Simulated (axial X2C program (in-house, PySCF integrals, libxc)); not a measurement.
# RuOH: Ω levels from open-shell CI on d6 s1 p(π)0

Aim: the spin–orbit levels of RuOH that arise from the configuration d6 s1 p(π)0 of Ru, and how they move with the bond.

Computed with an in-house X2C program for linear molecules on PySCF integrals. Level: two-component X2C, average-of-configuration Hartree–Fock and CI in the open shells.

All values are calculated.

**1. Set-up**

Input file task.json:

```json
{"zs": [44, 8, 1], "q": 0, "bas": ["dyall-v3z", "dyall-av3z", "dyall-v3z"], "r0": 1.88, "metal": 0, "shells": [[2, [0, 1, 2], 6], [0, [0], 1], [1, [1], 0]], "fix": 0, "emax": 3.2, "nroots": 4, "r2": 0.95, "opt": {"cfac": 1.3}}
```

Keys: zs atomic numbers; q charge; bas basis sets; r0 starting distance in Å; metal index of the metal atom; shells open shells as [l, |m| values, electrons]; fix electron count of the first shell held; emax energy window in eV; nroots roots for each Ω; r2 second bond in Å, held; cfac factor on the speed of light (100 gives the non-relativistic limit).

On the command line:

```
$ python soci.py task.json out
```

Two-component X2C with atomic mean-field Coulomb and Gaunt terms, basis Ru dyall-v3z, O dyall-av3z, H dyall-v3z (cores contracted in-house). Orbitals come from Hartree–Fock averaged over the configuration Ru d6 s1 p(π)0; CI then distributes these electrons over the d, s, p(π) shells of Ru. The speed of light was multiplied by 1.3, so these are model numbers.

**2. CI at Ru–O–H held linear, bonds 1.972 and 0.950 Å (the second held)**

Before running it: what results should come out? Wanted: lowest level of the model; next level; lowest curve, Re and ωe.

As calculated:

```
                 quantity                            value
lowest level of the model  Ω = 9/2, g∥ = 14.01, 100% d6 s1
               next level         Ω = 7/2, 219 cm⁻¹ higher
  lowest curve, Re and ωe              1.957 Å, 620.7 cm⁻¹
```

**Reading.** In the lowest level ⟨Sz⟩ = 2.50 and ⟨Lz⟩ = 2.00; its leading determinant has weight 0.91 among 463. From 1.972 to 2.327 Å the gap from the lowest to the fifth level stays at 872 cm⁻¹. Without dynamic correlation distances can be off by several hundredths of an Å, and the wavenumbers are rough. There is no dynamic correlation: spin–orbit spacings and, for f shells, spacings inside one term are the most reliable numbers, splittings between terms come out too wide, and energies between configurations are not reliable, so the lowest level need not be the ground state of the molecule. For d shells the ligand-field splittings (σ, π, δ) and their order can be off by a thousand cm⁻¹ or more. At most 4 roots were kept for each Ω > 0 (twice that for Ω = 0) within 3.2 eV of the lowest, so higher up levels can be missing between those listed; levels with Ω > 0 are doubly degenerate and listed once, Ω = 0 levels singly. States that fill the shells left empty in the average are placed too high. The molecule was held linear; bending was not examined.
